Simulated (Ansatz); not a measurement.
# InBr₃: up Jacob's ladder to CCSD(T)

One table from this session's results is given with a row withheld; the runs are named, their logs left out.

Computed with Ansatz 0.2.0, Gaussian basis. Level: functionals in def2-TZVPP, the program's frozen cores in correlated methods.

The runs, in order: LDA (SPW92), PBE-D4, revPBE-D4, BLYP-D4, r2SCAN-D4, B97M-V, PBE0-D4, B3LYP-D4, r2SCANh-D4, r2SCAN0-D4, HSE06-D4, BHLYP-D4, CAM-B3LYP-D4, LC-ωPBE, ωB97X-V, ωB97M-V, B2PLYP, PBE-QIDH; CCSD(T)/def2-SVP; CCSD(T)/def2-TZVPP; MP2/def2-QZVPP; extrapolation to the limit; RPA on PBE.

### The geometry

An earlier PBE0-D4 in a triple-zeta def2 set relaxation fixed the geometry. In takes the def2 core potential; no spin-orbit term is included.

SMILES `[Br][In]([Br])[Br]`, 4 atoms, charge 0, spin multiplicity 1.

Atoms are counted from 1 here; the program's logs count them from 0.

Bond lengths: Br1–In2 2.437 Å, In2–Br3 2.437 Å, In2–Br4 2.437 Å. Angles: Br1–In2–Br3 120.0°, Br1–In2–Br4 120.0°, Br3–In2–Br4 120.0°.

The first run:

Input file in.yaml:

```yaml
crystal:
  periodic: [false, false, false]
  atoms:
    - {symbol: Br, position_ang: [1.685222, -0.093740, 1.767089]}
    - {symbol: In, position_ang: [0.013887, -0.015089, -0.005222]}
    - {symbol: Br, position_ang: [-1.179761, -2.041404, -0.645263]}
    - {symbol: Br, position_ang: [-0.463848, 2.090033, -1.136903]}
basis:
  gaussian: {orbitals: def2-TZVPP}
hamiltonian: {xc: lda}
output: {orbitals: {seedname: orbitals}}
```

Command:

```sh
$ ansatz run in.yaml --threads 4 --pin off --events-out ev --progress --plain --max-ram 10444MiB
```

Steps of the session up to this table: LDA; PBE-D4 (GGA); revPBE-D4 (GGA); BLYP-D4 (GGA); r2SCAN-D4 (meta-GGA); B97M-V (meta-GGA); PBE0-D4 (hybrid); B3LYP-D4 (hybrid); r2SCANh-D4 (hybrid); r2SCAN0-D4 (hybrid); HSE06-D4 (hybrid); BHLYP-D4 (hybrid); CAM-B3LYP-D4 (range-separated); LC-ωPBE (range-separated); ωB97X-V (range-separated); ωB97M-V (range-separated); B2PLYP (double hybrid); PBE-QIDH (double hybrid).

One table of the session follows, with a row left open; its other results are not shown here.

It belongs to the step «Frontier levels by functional». 

| functional | HOMO (eV) | LUMO (eV) | gap (eV) |
| --- | --- | --- | --- |
| LDA (SPW92) | -7.63 | -4.12 | 3.51 |
| PBE-D4 | ? | ? | ? |
| revPBE-D4 | -7.39 | -3.67 | 3.72 |
| BLYP-D4 | -7.26 | -3.72 | 3.54 |
| r2SCAN-D4 | -7.80 | -3.64 | 4.16 |
| B97M-V | -7.84 | -3.56 | 4.28 |
| PBE0-D4 | -8.75 | -2.98 | 5.77 |
| B3LYP-D4 | -8.46 | -3.26 | 5.20 |
| r2SCANh-D4 | -8.27 | -3.34 | 4.93 |
| r2SCAN0-D4 | -8.98 | -2.90 | 6.08 |
| HSE06-D4 | -8.35 | -3.34 | 5.01 |
| BHLYP-D4 | -9.86 | -2.13 | 7.74 |
| CAM-B3LYP-D4 | -10.06 | -2.07 | 8.00 |
| LC-ωPBE | -11.49 | -0.85 | 10.65 |
| ωB97X-V | -11.11 | -0.99 | 10.13 |
| ωB97M-V | -10.96 | -1.09 | 9.87 |

Q: Estimate the row for PBE-D4 from the others.

The run gave: HOMO (eV): -7.45; LUMO (eV): -3.78; gap (eV): 3.66. In the column «HOMO (eV)» it lies between LDA (SPW92) (-7.63) and revPBE-D4 (-7.39).
